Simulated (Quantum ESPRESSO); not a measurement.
The system is Cu.

```xyz
1
Lattice="-1.6400 1.6400 1.2250 1.6400 -1.6400 1.2250 1.6400 1.6400 -1.2250" Properties=species:S:1:pos:R:3 pbc="T T T"
Cu    0.0000    0.0000    0.0000
```

The cell was built by a generator and needn't be a form met in nature.

Base run:

```yaml
Program: Quantum ESPRESSO 7.5
Functional: PBEsol
Potentials_or_basis: GBRV 1.5 PBEsol
Cutoff: 762 eV
Density_cutoff: 6095 eV
k_mesh: 16 × 16 × 20
Occupations: methfessel-paxton, width 0.1 eV
Spin: no spin polarisation
```

Its results: band gap on the k mesh none (metal or under the smearing width); pressure -13.8 GPa.

Question: The run is repeated on the same cell with these changes: functional from PBEsol to LDA; potentials or basis from GBRV 1.5 PBEsol to GBRV 1.5 LDA. What comes out?

Answer: Band gap on the k mesh none (metal or under the smearing width); pressure -18.6 GPa.

Caveats: so large a pressure means that the cell lies far from this level's equilibrium, or that cutoff or potentials fall short (some runs).

Not every run made on this cell is shown here.
